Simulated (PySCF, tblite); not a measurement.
# C5H7Cl2N: circular dichroism and optical rotation, excited states

Wanted: circular dichroism and optical rotation, excited states for C5H7Cl2N (`CN(C)C(Cl)=C=CCl`).

Computed with tblite 0.8.0 and PySCF 2.14.0 and routines of our own; the level stands in each step. Atoms count from 0.

### Step 1. The system as given

15 atoms, charge 0, multiplicity 1; geometry from: force field or distance geometry start.

### Step 2. Optimising the geometry with GFN2-xTB

What the job is given:

```
{"job": {"kind": "relax", "xc": "GFN2-xTB", "basis": "xTB"}, "charge": 0, "multiplicity": 1}
C     -1.253300    -1.069100    -0.667300
N     -0.689200     0.164700    -0.120100
C     -1.313700     0.833400     1.005800
C      0.481000     0.684800    -0.661100
Cl     0.651700     2.021600    -1.717100
C      1.595300     0.088500    -0.311100
C      2.723600    -0.475900     0.042900
Cl     3.491900     0.239300     1.436600
H     -0.565700    -1.478200    -1.428000
H     -1.380800    -1.823900     0.144300
H     -2.261400    -0.877000    -1.107900
H     -1.027800     0.381300     1.991000
H     -1.071900     1.895200     1.044100
H     -2.428900     0.703900     0.851700
H      3.044900    -1.280700    -0.525800
```

Command:

```sh
$ OMP_NUM_THREADS=1 python excited_run.py task.json out
```

The driver reads the jobs from task.json and runs them one after another.

Log:

```text
step      E/eV     max force
  0    -713.24048    2.704
  1    -713.42334    1.301
  2    -713.48551    2.001
  3    -713.56043    1.023
  4    -713.59883    0.564
  5    -713.65343    0.702
  6    -713.70458    0.514
  7    -713.71528    0.239
  8    -713.72123    0.178
  9    -713.72578    0.293
 10    -713.73044    0.240
 11    -713.73314    0.130
 12    -713.73503    0.125
 13    -713.73727    0.190
 14    -713.74048    0.255
 15    -713.74441    0.272
 16    -713.74896    0.215
 17    -713.75452    0.196
 18    -713.76168    0.275
 19    -713.77088    0.321
 20    -713.78089    0.294
 21    -713.78812    0.201
 22    -713.79204    0.142
 23    -713.79462    0.130
 24    -713.79701    0.148
 25    -713.79997    0.158
 26    -713.80363    0.215
 27    -713.80814    0.258
 28    -713.81407    0.251
 29    -713.82358    0.420
 30    -713.83583    0.503
 31    -713.85460    0.486
 32    -713.87508    0.405
 33    -713.88778    0.329
 34    -713.88531    0.545
 35    -713.90289    0.243
 36    -713.90895    0.200
 37    -713.92733    0.206
 38    -713.93135    0.195
 39    -713.93736    0.172
 40    -713.94250    0.259
 41    -713.95060    0.331
 42    -713.95758    0.271
 43    -713.96421    0.272
 44    -713.96907    0.246
 45    -713.97315    0.169
 46    -713.97633    0.216
 47    -713.97899    0.134
 48    -713.98148    0.154
 49    -713.98464    0.120
 50    -713.98793    0.136
 51    -713.99319    0.182
 52    -713.99943    0.216
 53    -714.00583    0.207
 54    -714.01080    0.168
 55    -714.01436    0.155
 56    -714.01777    0.134
 57    -714.02092    0.176
 58    -714.02313    0.148
 59    -714.02492    0.119
 60    -714.02637    0.090
 61    -714.02766    0.086
 62    -714.02915    0.097
 63    -714.03122    0.139
 64    -714.03369    0.128
 65    -714.03612    0.099
 66    -714.03821    0.104
 67    -714.04013    0.107
 68    -714.04212    0.111
 69    -714.04384    0.099
 70    -714.04513    0.094
 71    -714.04616    0.080
 72    -714.04734    0.096
 73    -714.04869    0.109
 74    -714.04988    0.114
 75    -714.05077    0.172
 76    -714.05150    0.102
 77    -714.05246    0.066
 78    -714.05327    0.095
 79    -714.05394    0.114
 80    -714.05465    0.096
 81    -714.05547    0.080
 82    -714.05650    0.094
 83    -714.05773    0.093
 84    -714.05906    0.105
 85    -714.06055    0.090
 86    -714.06195    0.093
 87    -714.06296    0.079
 88    -714.06356    0.055
 89    -714.06392    0.054
 90    -714.06416    0.036
 91    -714.06440    0.052
 92    -714.06459    0.036
 93    -714.06472    0.027
 94    -714.06481    0.026
 95    -714.06493    0.029
 96    -714.06507    0.024
 97    -714.06522    0.025
 98    -714.06534    0.028
 99    -714.06544    0.021
100    -714.06551    0.022
101    -714.06558    0.020
102    -714.06565    0.017
103    -714.06570    0.017
104    -714.06574    0.013
105    -714.06576    0.010
106    -714.06578    0.011
107    -714.06581    0.016
108    -714.06583    0.014
109    -714.06586    0.012
110    -714.06587    0.007
```

It took 1.1 s on 1 thread of Intel Xeon Platinum 8375C at 2.90GHz, shared host.

Along the way: (not every step is listed)

```csv
step,energy from step 0 (eV),largest force (eV/Å)
0,0.0000,2.7040
1,-0.1829,1.3007
2,-0.2450,2.0013
3,-0.3199,1.0228
4,-0.3583,0.5636
5,-0.4129,0.7019
6,-0.4641,0.5142
7,-0.4748,0.2386
8,-0.4807,0.1775
17,-0.5140,0.1965
26,-0.5631,0.2155
35,-0.6624,0.2435
44,-0.7286,0.2459
53,-0.7653,0.2071
62,-0.7887,0.0967
71,-0.8057,0.0802
80,-0.8142,0.0959
89,-0.8234,0.0544
98,-0.8249,0.0277
105,-0.8253,0.0105
106,-0.8253,0.0112
107,-0.8253,0.0158
108,-0.8253,0.0136
109,-0.8254,0.0119
110,-0.8254,0.0069
```

Distances of close pairs at the start and the end, largest changes first:

```
  bond  before (Å)  after (Å)  change (Å)
C2–H13       1.133      1.090      -0.043
C6–H14       1.037      1.078      +0.041
C3–Cl4       1.712      1.749      +0.037
C0–H10       1.117      1.089      -0.028
C2–H11       1.121      1.097      -0.024
 N1–C3       1.390      1.370      -0.021
 C0–H9       1.116      1.096      -0.019
 C5–C6       1.310      1.291      -0.019
```

The final coordinates are the input of the step that follows.

### Step 3. Vibrational analysis with GFN2-xTB

What the job is given:

```
{"job": {"kind": "ir", "xc": "GFN2-xTB", "basis": "xTB"}, "charge": 0, "multiplicity": 1}
C     -0.912981    -1.126322    -0.151511
N     -0.749689     0.308829    -0.197920
C     -1.774426     1.063628     0.483115
C      0.546948     0.748313    -0.233913
Cl     0.781170     2.481326    -0.266638
C      1.605855     0.000274    -0.453707
C      2.717825    -0.656391    -0.444202
Cl     3.577547    -1.033217     1.043949
H     -0.272916    -1.582267    -0.906023
H     -0.647977    -1.545151     0.826235
H     -1.952304    -1.365580    -0.370292
H     -1.792492     0.848035     1.558462
H     -1.610227     2.128224     0.340619
H     -2.742343     0.798548     0.057214
H      3.221597    -1.060260    -1.307300
```

Log:

```text
mode    cm-1     km/mol
  1      51.8      1.49
  2      66.8      1.72
  3      72.1      0.56
  4     128.1      3.77
  5     154.9      0.02
  6     191.6      9.78
  7     219.3     10.70
  8     244.5      1.58
  9     364.6      3.01
 10     380.4     14.58
 11     427.1      5.21
 12     480.1      6.10
 13     485.9      5.98
 14     616.6      5.35
 15     678.4     92.84
 16     753.1     20.40
 17     905.5     13.20
 18    1040.8     38.63
 19    1065.2     63.52
 20    1085.5      9.19
 21    1122.6     46.91
 22    1155.1     94.64
 23    1245.1     33.16
 24    1260.7     16.98
 25    1405.1      7.84
 26    1411.0      8.99
 27    1453.5     87.74
 28    1466.0     11.17
 29    1468.9      8.62
 30    1482.5     18.73
 31    1497.4     78.23
 32    2001.1    419.83
 33    2912.9     35.50
 34    2920.8     45.34
 35    3005.1     27.21
 36    3018.1     13.59
 37    3023.4     24.64
 38    3055.4     15.13
 39    3057.6      2.77
```

Run time: 0.67 s. Hardware: 1 thread of Intel Xeon Platinum 8375C at 2.90GHz, shared host.

The strongest bands and the atoms that carry them (share of the mass-weighted mode):

```csv
cm⁻¹,km/mol,atoms
678,92.8,"C6 60 %, Cl7 17 %"
1065,63.5,"H8 28 %, C3 19 %, C0 13 %, H10 12 %"
1123,46.9,"H11 21 %, H9 18 %, H13 14 %, N1 10 %"
1155,94.6,H14 79 %
1454,87.7,"C3 26 %, N1 16 %, H9 16 %, C6 11 %"
1497,78.2,"H9 19 %, H11 13 %, N1 13 %, H10 12 %"
2001,419.8,"C5 67 %, C3 16 %, C6 15 %"
2921,45.3,H9 89 %
```

### Step 4. Circular dichroism and optical rotation: TDDFT LC-wPBE/aug-cc-pVDZ

The job, as its differences from that of step 3:

```diff
@@ -1,2 +1,2 @@
-{"job": {"kind": "ir", "xc": "GFN2-xTB", "basis": "xTB"}, "charge": 0, "multiplicity": 1}
+{"job": {"kind": "ecd", "xc": "LC-wPBE", "basis": "aug-cc-pVDZ", "nstates": 16}, "charge": 0, "multiplicity": 1}
 C     -0.912981    -1.126322    -0.151511
```

Method: TDDFT LC-wPBE/aug-cc-pVDZ circular dichroism and optical rotation, one conformer, gas phase.

Log:

```text
coarse grid: 14080 points
cycle   1  E = -1169.2916182940  dE =  1.613e+00  |g| = 5.272e-01  |ddm| = 1.130e+01
cycle   2  E = -1169.3253222240  dE = -3.370e-02  |g| = 4.862e-01  |ddm| = 3.061e+00
cycle   3  E = -1169.3791718853  dE = -5.385e-02  |g| = 5.614e-02  |ddm| = 1.205e+00
cycle   4  E = -1169.3801874097  dE = -1.016e-03  |g| = 4.415e-02  |ddm| = 2.820e-01
cycle   5  E = -1169.3807343937  dE = -5.470e-04  |g| = 7.933e-03  |ddm| = 1.192e-01
cycle   6  E = -1169.3807815423  dE = -4.715e-05  |g| = 3.510e-03  |ddm| = 4.479e-02
cycle   7  E = -1169.3807912096  dE = -9.667e-06  |g| = 1.529e-03  |ddm| = 1.737e-02
final grid: 128128 points
cycle   8  E = -1169.4267130489  dE = -4.383e-05  |g| = 4.669e-03  |ddm| = 2.335e-01
cycle   9  E = -1169.4267158914  dE = -2.843e-06  |g| = 3.966e-03  |ddm| = 2.911e-02
cycle  10  E = -1169.4267193774  dE = -3.486e-06  |g| = 5.539e-04  |ddm| = 8.639e-03
cycle  11  E = -1169.4267194720  dE = -9.460e-08  |g| = 3.277e-04  |ddm| = 2.128e-03
cycle  12  E = -1169.4267195095  dE = -3.746e-08  |g| = 8.078e-05  |ddm| = 1.373e-03
cycle  13  E = -1169.4267195147  dE = -5.236e-09  |g| = 4.513e-05  |ddm| = 5.059e-04
cycle  14  E = -1169.4267195165  dE = -1.728e-09  |g| = 1.847e-05  |ddm| = 2.714e-04
cycle  15  E = -1169.4267195168  dE = -3.060e-10  |g| = 6.312e-06  |ddm| = 1.255e-04
converged SCF energy = -1169.4267195168

Singlet excitations and rotatory strengths (1e-40 esu^2 cm^2)
state   eV       nm     f(len)   f(vel)    R(len)    R(vel)   main configurations
  1   4.2445   292.1  0.00126  0.00119   -10.564   -10.404   H->L+4 0.40, H->L+2 0.23, H->L+6 0.13
  2   5.3909   230.0  0.26445  0.25699    33.986    33.448   H->L+5 0.58, H->L 0.18
  3   5.7117   217.1  0.00443  0.00437    15.310    15.192   H-1->L+5 0.68
  4   6.2073   199.7  0.03222  0.03132   -27.270   -26.822   H->L 0.49, H->L+5 0.11
  5   6.5966   188.0  0.47242  0.46323    30.176    30.365   H-1->L+4 0.24, H->L+1 0.17, H-1->L+2 0.14
  6   6.7490   183.7  0.06226  0.06338    -5.607    -5.049   H->L+1 0.32, H->L+2 0.25, H->L 0.11
  7   6.8891   180.0  0.11692  0.11377    33.914    33.731   H->L+1 0.18, H->L+2 0.18, H->L+4 0.09
  8   6.9840   177.5  0.07280  0.07163    -6.562    -6.074   H->L+3 0.64
  9   7.1395   173.7  0.00358  0.00348     2.793     2.655   H-2->L+4 0.25, H-2->L+2 0.23
 10   7.2079   172.0  0.01292  0.01281    19.185    19.118   H->L+4 0.20, H->L+13 0.15
 11   7.3690   168.3  0.00054  0.00057     4.885     5.098   H-1->L+1 0.31, H-1->L 0.18, H-1->L+2 0.16
 12   7.4489   166.4  0.04968  0.04935   -34.150   -33.718   H->L+9 0.39, H->L+11 0.11, H->L 0.09
 13   7.5162   165.0  0.00291  0.00280     3.802     3.788   H-3->L+5 0.56
 14   7.5754   163.7  0.01607  0.01575     3.829     3.778   H->L+6 0.37, H->L+8 0.14, H->L+7 0.13
 15   7.6768   161.5  0.02439  0.02466   -41.987   -42.004   H-3->L+4 0.21, H-3->L+2 0.12
 16   7.6916   161.2  0.01839  0.01887     7.721     7.940   H->L+6 0.14, H->L+7 0.13, H->L+8 0.11

Specific rotation (deg / (dm g/mL))
    nm     length   length(OI)   velocity    alpha(len)  alpha(vel)
  633.0     167.90     175.33     173.17      107.930    106.851
  589.3     196.33     205.05     202.56      108.597    107.507
  546.0     232.06     242.46     239.54      109.448    108.344
  436.0     371.78     389.63     385.27      113.193    112.028
  405.0     418.99     440.53     435.91      115.035    113.839
  365.0     423.12     451.47     447.93      118.496    117.238
  355.0     383.07     413.61     411.19      119.656    118.377
```

Wall time 2.4 min (1 thread of Intel Xeon Platinum 8375C at 2.90GHz, shared host); peak memory 0.98 GiB.

Orbitals, density, ELF and potential are computed afterwards from the orbital file.

Frontier orbitals at LC-wPBE/aug-cc-pVDZ, with the share of their density that lies nearest to each atom:

```csv
orbital,energy (eV),lies on
HOMO,-8.75,N1 32 %; C5 32 %; C3 9 %
LUMO,0.79,"H10, H13 about 22 % each; H11 15 %; H8, H9, H12 about 9 % each"
```

ELF in a plane through or near 9 of the atoms.

Ten even steps from ' ' (0.00) to '@' (1.00):
```
                                                        
                                                        
                      ..::::....                        
                    --**######**++..                    
                    ==%%@@++++@@%%..                    
                    ..####::..%%##  ==%%**..            
              ..::    ::**##****::==@@@@@@--            
            ::**##**====++**++..  @@@@@@##..            
          ::++**%%%%::%%::**##++==++==**++--..          
          ++**##..%%::****++%%::++**--@@@@@@##..        
        ..++##--++@@##==....**--++++##@@@@@@%%..        
          ::==++**##**    --++%%**  ..**@@@@++          
              ..--::  ..##%%--++##%%--                  
                      ==####++++@@@@@@::                
                      ::====::==@@@@@@==                
                                ==##==                  
                                                        
                                                        
                                                        
                                                        
```
The map spans 12.3 Å across and 10.3 Å up, centred on the molecule. Atoms in the plane (x, y in Å): C0 (0.5, -1.4), N1 (0.8, 0.0), C2 (2.1, 0.5), C3 (-0.3, 0.9), C5 (-1.6, 0.5), C6 (-2.8, 0.2), H10 (1.4, -1.9), H12 (2.2, 1.6), H13 (2.8, -0.1).

On the surface of density 0.002 e/bohr³ the electrostatic potential runs, from the 1st to the 99th percentile, from -0.78 V near Cl7 to 1.17 V near H10.

### Step 5. Excited states: TDA PBE0/def2-SVP

The job, as its differences from that of step 4:

```diff
@@ -1,2 +1,2 @@
-{"job": {"kind": "ecd", "xc": "LC-wPBE", "basis": "aug-cc-pVDZ", "nstates": 16}, "charge": 0, "multiplicity": 1}
+{"job": {"kind": "states", "xc": "PBE0", "basis": "def2-SVP", "tda": true, "soc": true, "nstates": 8, "ntriplets": 6, "nquad": 4}, "charge": 0, "multiplicity": 1}
 C     -0.912981    -1.126322    -0.151511
```

Level: TDA PBE0/def2-SVP excited states, vertical, gas phase, spin-orbit mean-field couplings.

Log:

```text
coarse grid: 14080 points
cycle   1  E = -1168.5759524561  dE =  1.106e+00  |g| = 4.182e-01  |ddm| = 4.436e+00
cycle   2  E = -1168.5295778677  dE =  4.637e-02  |g| = 6.211e-01  |ddm| = 1.266e+00
cycle   3  E = -1168.6206867984  dE = -9.111e-02  |g| = 1.010e-01  |ddm| = 8.285e-01
cycle   4  E = -1168.6227674904  dE = -2.081e-03  |g| = 4.759e-02  |ddm| = 1.814e-01
cycle   5  E = -1168.6233135667  dE = -5.461e-04  |g| = 1.306e-02  |ddm| = 6.483e-02
cycle   6  E = -1168.6233523464  dE = -3.878e-05  |g| = 4.238e-03  |ddm| = 1.664e-02
cycle   7  E = -1168.6233566766  dE = -4.330e-06  |g| = 1.412e-03  |ddm| = 5.786e-03
final grid: 128128 points
cycle   8  E = -1168.7479010226  dE = -2.774e-05  |g| = 7.176e-03  |ddm| = 2.997e-02
cycle   9  E = -1168.7478927890  dE =  8.234e-06  |g| = 9.297e-03  |ddm| = 1.731e-02
cycle  10  E = -1168.7479136102  dE = -2.082e-05  |g| = 1.720e-03  |ddm| = 1.102e-02
cycle  11  E = -1168.7479142993  dE = -6.891e-07  |g| = 3.151e-04  |ddm| = 2.009e-03
cycle  12  E = -1168.7479143233  dE = -2.404e-08  |g| = 8.480e-05  |ddm| = 5.179e-04
cycle  13  E = -1168.7479143248  dE = -1.468e-09  |g| = 4.252e-05  |ddm| = 1.597e-04
cycle  14  E = -1168.7479143252  dE = -4.475e-10  |g| = 1.400e-05  |ddm| = 6.335e-05
converged SCF energy = -1168.7479143252

Singlet excitations
state   eV       nm        f     d(h-e)  d(exc)  Lambda  PR(NTO)  |dmu|/D   mu/D   main configurations
  1   4.0622   305.2   0.00053   0.975   2.939   0.484   1.006    2.644    5.720   H->L 0.99
  2   5.4481   227.6   0.02846   0.870   3.012   0.565   1.029    2.101    2.053   H-1->L+1 0.82, H->L+1 0.13
  3   5.6420   219.8   0.15573   0.398   3.164   0.711   1.400    0.742    3.801   H->L+1 0.60, H-1->L 0.17, H-1->L+1 0.16
  4   6.4792   191.4   0.39499   0.147   3.270   0.599   1.754    0.631    2.511   H-1->L 0.34, H-2->L 0.29, H->L+2 0.13
  5   6.5005   190.7   0.10838   0.779   3.199   0.532   1.206                     H-2->L 0.65, H-1->L 0.16, H-2->L+1 0.08
  6   6.6344   186.9   0.00018   2.144   3.264   0.328   1.008                     H-3->L 0.99
  7   6.8330   181.4   0.06970   1.327   3.673   0.415   1.148                     H->L+2 0.68, H->L+3 0.21
  8   6.9730   177.8   0.00137   2.250   3.386   0.458   1.027                     H-3->L+1 0.90

Triplet excitations (Tamm-Dancoff)
state   eV     d(h-e)  d(exc)  Lambda  PR(NTO)   main configurations
  1   3.5521   0.397   2.735   0.755   1.031   H->L+1 0.93
  2   3.7022   0.886   2.871   0.487   1.006   H->L 0.96
  3   4.0814   0.403   2.507   0.744   1.043   H-1->L 0.89
  4   5.0473   0.941   2.912   0.529   1.013   H-1->L+1 0.97
  5   6.1360   1.419   3.124   0.478   1.055   H-2->L 0.81, H-2->L+1 0.09
  6   6.1899   1.322   3.090   0.613   1.048   H-2->L+1 0.82, H-2->L 0.09
S1 - T1 = 0.5102 eV

Spin-orbit couplings |<S|Hso|T>| (cm-1)
             T1       T2       T3       T4       T5       T6
S0        9.135   31.519   20.563  111.385  148.998   32.689
S1       42.701    7.291   31.996    2.845   12.036    3.443
S2       40.601   26.534   32.823   22.424   22.646   38.094
S3       23.286   46.157   13.366   57.160   19.209   30.029
S4        6.631   32.284   26.284   24.437   51.089   18.061
S5        4.280   29.042   42.988   30.829   30.458   40.352
S6       14.821   68.398  116.617    3.501    7.902    7.089
S7       10.227   11.221    9.132    8.669   15.512    5.288
S8       64.756   11.280    8.396  154.789    8.937   23.827
T1 sublevels (cm-1): 0.000 0.148 0.653   radiative rates (1/s): 27.1 9.97 40.5
```

Run time: 29 s. Hardware: 1 thread of Intel Xeon Platinum 8375C at 2.90GHz, shared host; peak memory 0.77 GiB.

In short:

```
  quantity    value
S1 less T1  0.51 eV
```

### Step 6. What came out

| quantity | value |
| --- | --- |
| strongest single infrared mode (GFN2-xTB) | 2001 cm⁻¹, 420 km/mol |
| zero-point energy (GFN2-xTB) | 67.7 kcal/mol |
| state of largest rotatory strength (velocity form) among 16 (step 4, TDDFT LC-wPBE/aug-cc-pVDZ) | 7.68 eV, R = -42.0 (velocity), -42.0 (length) ·10⁻⁴⁰ esu² cm² |
| specific rotation at 633.0 nm (step 4, TDDFT LC-wPBE/aug-cc-pVDZ) | 173.2 (velocity), 167.9 (length) |
| surface potential, 1st and 99th percentile | -0.78 V and 1.17 V |
| S1 less T1 (step 5, TDA PBE0/def2-SVP) | 0.51 eV |

No mode is imaginary among the 39: a minimum at this level. The strongest single mode, at 2001 cm⁻¹, moves mainly C5. GFN2-xTB is a fitted tight-binding method: band positions and strengths are rough. Its intensities can rank the bands wrongly. Rotations belong to one conformer and to the handedness of the start. In step 5, the number of triplets below S1 is 2, and the largest singlet-triplet spin-orbit coupling is S8–T4, 154.79 cm⁻¹.
